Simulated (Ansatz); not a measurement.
What does this script print? It uses Ansatz's Python interface.

The script, `alloy_na.py`:
```python
# -*- coding: utf-8 -*-
from collections import Counter
import warnings

import ansatz
import numpy as np


def bcc(first, a):
    return (
        ansatz.Lattice.bcc(a)
        .space_group(229)
        .atom(first, (0, 0, 0))
        .primitive()
    )

A_FIRST, A_LAST = 4.28, 5.01


def solve(name, crystal):
    calc = (
        crystal.calculation()
        .functional(ansatz.Functional.PBE)
        .scf(tolerance=1e-07, max_iterations=200)
        .mixing("anderson", beta=0.7)
        .basis(10 * ansatz.Ha, density_ratio=6)
        .kpoints(spacing=0.39)
        .occupations("cold", width=0.05)
        .band_table()
    )
    calc = calc.relax(force_tolerance=0.02, max_steps=60, fix_cell=["shape"])
    return calc.run()


def volume_per_atom(outcome):
    return abs(np.linalg.det(outcome.lattice.cell_ang)) / len(outcome.lattice.sites)


def counts(outcome):
    return Counter(site.symbol for site in outcome.lattice.sites)


def main():
    warnings.simplefilter("ignore")

    phases = {}
    for k in range(2 + 1):
        a = A_FIRST + (A_LAST - A_FIRST) * k / 2
        cell = bcc("Na", a).conventional().resolved()
        sites = [site.position for site in cell.sites if site.symbol == "Na"]
        for position in sites[:k]:
            cell = cell.substitution("Ba", at=position, replaces="Na")
        phases[f"Na{2 - k}Ba{k}"] = cell.resolved()

    done = {name: solve(name, crystal) for name, crystal in phases.items()}

    # mixing quantities against the straight line between the end members, both on this lattice
    x = {name: counts(o)["Ba"] / (counts(o)["Na"] + counts(o)["Ba"]) for name, o in done.items()}
    first, last = min(x, key=x.get), max(x, key=x.get)
    energy = {name: o.report["energy_sigma0_ev"] / len(o.lattice.sites) for name, o in done.items()}
    volume = {name: volume_per_atom(o) for name, o in done.items()}
    rows = []
    for name in sorted(done, key=x.get):
        line = lambda table: (1 - x[name]) * table[first] + x[name] * table[last]
        rows.append((name, x[name], 1000 * (energy[name] - line(energy)), volume[name], 100 * (volume[name] / line(volume) - 1)))
    print("      cell       x(Ba)  E_mix (meV/atom)  V (A^3/atom)  excess V (%)")
    for row in rows:
        print(f"{str(row[0]):>10}  {row[1]:10.3f}  {row[2]:+16.1f}  {row[3]:12.3f}  {row[4]:+12.2f}")


if __name__ == "__main__":
    main()
```

Output of `python alloy_na.py`:
```text
      cell       x(Ba)  E_mix (meV/atom)  V (A^3/atom)  excess V (%)
    Na2Ba0       0.000              +0.0        37.331         +0.00
    Na1Ba1       0.500             -32.1        51.542         +2.87
    Na0Ba2       1.000              +0.0        62.876         +0.00
```

Mixing energies: -32 meV an atom at x(Na) = 0.50 (volume +2.9 % off the straight line). Values this small can change sign on a finer mesh.

Notes:
- The settings weren't tested for convergence.
- The cutoff lies under the one recommended for these potentials.
- For the metals among these phases the mesh is modest: differences between phases can be off by up to 40 meV an atom.
- The program warned that this SCF threshold is loose for forces or stresses.
- Atoms and volume are relaxed with the cell's shape held, which in cells of lower than cubic symmetry can hide stresses and shift volumes.
- These are small ordered cells, with both end members on the same lattice, which need not be their own; they aren't random solutions. Differences under about 40 meV an atom lie within the error of mesh and functional.
- The cells are prototypes set up for this calculation and needn't exist.
- The script silences warnings, which a real study should read.
- The whole script took 14 s on 1 thread of Arm Neoverse V1 (shared host), peak memory 0.41 GiB.
